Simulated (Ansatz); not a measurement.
# BF3H3P: the cost of one run

Method: the levels named in each step, in Ansatz 0.2.0.

## 1. The starting structure

Bond lengths: B1–P2 1.870 Å, P2–F3 1.584 Å, P2–F4 1.586 Å, P2–F5 1.586 Å, B1–H6 1.192 Å, B1–H7 1.170 Å, B1–H8 1.182 Å. Angles: B1–P2–F3 121.9°, B1–P2–F4 121.1°, B1–P2–F5 122.8°, F3–P2–F4 94.7°, F3–P2–F5 94.6°, F4–P2–F5 94.7°, P2–B1–H6 104.4°, P2–B1–H7 105.5°, P2–B1–H8 104.2°, H6–B1–H7 113.8°, H6–B1–H8 113.2°, H7–B1–H8 114.3°.

As a file:

```xyz
8

B     2.0551   -0.2909    0.0499
P     0.2032   -0.0333    0.0100
F    -0.7336   -0.8470   -0.9741
F    -0.4187    1.3790   -0.3570
F    -0.7222   -0.2556    1.2790
H     2.1883   -1.4397    0.3382
H     2.4556    0.4501    0.8621
H     2.4058   -0.0425   -1.0509
```

## 2. A rough first relaxation, PBE-D4/def2-SVP

This run stands in another session on the same molecule. It ended at:

```xyz
8

B     2.0176   -0.2944    0.0465
P     0.1932   -0.0273    0.0041
F    -0.6622   -0.9001   -1.0162
F    -0.3380    1.4262   -0.3691
F    -0.6340   -0.2839    1.3400
H     2.1138   -1.4768    0.3506
H     2.3915    0.4986    0.9015
H     2.3515   -0.0221   -1.1003
```

## 3. Relaxation, HF/STO-3G

Input file input.yaml:

```yaml
crystal:
  periodic: [false, false, false]
  atoms:
    - { symbol: B, position_ang: [2.0176227, -0.2944265, 0.04652825] }
    - { symbol: P, position_ang: [0.1932444, -0.02734408, 0.00412976] }
    - { symbol: F, position_ang: [-0.66215652, -0.90007042, -1.01617827] }
    - { symbol: F, position_ang: [-0.33802303, 1.426211, -0.36911474] }
    - { symbol: F, position_ang: [-0.63397598, -0.28391155, 1.34002478] }
    - { symbol: H, position_ang: [2.11379639, -1.47681996, 0.35056719] }
    - { symbol: H, position_ang: [2.39151, 0.49861734, 0.90147734] }
    - { symbol: H, position_ang: [2.35151203, -0.02212583, -1.10025431] }
basis:
  gaussian: { orbitals: STO-3G }
hamiltonian:
  xc: hf
relax:
  f_tol: 0.002
  max_steps: 150
```

The run is started by

```sh
$ ansatz run input.yaml --threads 4 --pin off --max-ram 10240MiB --backend cpu --events-out ev --progress --plain --runs-dir out
```

Q: Estimate wall time and peak memory on 4 threads of Intel Xeon at 2.50GHz (Skylake/Cascade Lake), shared host.

About 13 s, with a peak of 0.11 GiB.
